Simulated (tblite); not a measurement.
# C7H13BSe: the cost of one run

Computed with tblite 0.8.0 and PySCF 2.14.0 and routines of our own; the level stands in each step. Atoms count from 0.

### Step 1. The starting structure

22 atoms, charge 0, multiplicity 1; geometry from: force field or distance geometry start.

### Step 2. Relaxing the molecule with GFN2-xTB

Job settings and geometry (Å):

```
{"job": {"kind": "relax", "xc": "GFN2-xTB", "basis": "xTB"}, "charge": 0, "multiplicity": 1}
C      4.932900     0.304200    -0.767100
Se     4.123000    -0.046900     0.939400
C      2.285800    -0.515800     0.872000
C      1.341200     0.278300     0.369400
C     -0.033900    -0.262000     0.409300
C     -0.983000     0.543200    -0.102400
B     -2.485600     0.111100    -0.142300
C     -3.603700     0.961600     0.607000
C     -2.890300    -1.353400    -0.598800
H      4.765000     1.347700    -1.095600
H      4.479200    -0.380500    -1.533000
H      6.026100     0.110700    -0.743200
H      1.999900    -1.495500     1.273300
H      1.587600     1.234500    -0.015100
H     -0.266900    -1.230900     0.802300
H     -0.760000     1.518000    -0.484800
H     -3.311300     2.034100     0.674400
H     -3.780100     0.610000     1.639200
H     -4.574000     0.933200     0.077300
H     -2.056800    -1.728300    -1.230200
H     -3.008600    -1.991600     0.291900
H     -3.796900    -1.347600    -1.244200
```

Launch:

```sh
$ OMP_NUM_THREADS=1 python excited_run.py task.json out
```

This one command runs all jobs of the session in turn.

**Question.** How long does this run take on 1 thread of Arm Neoverse V1, shared host?

About 2.1 s.
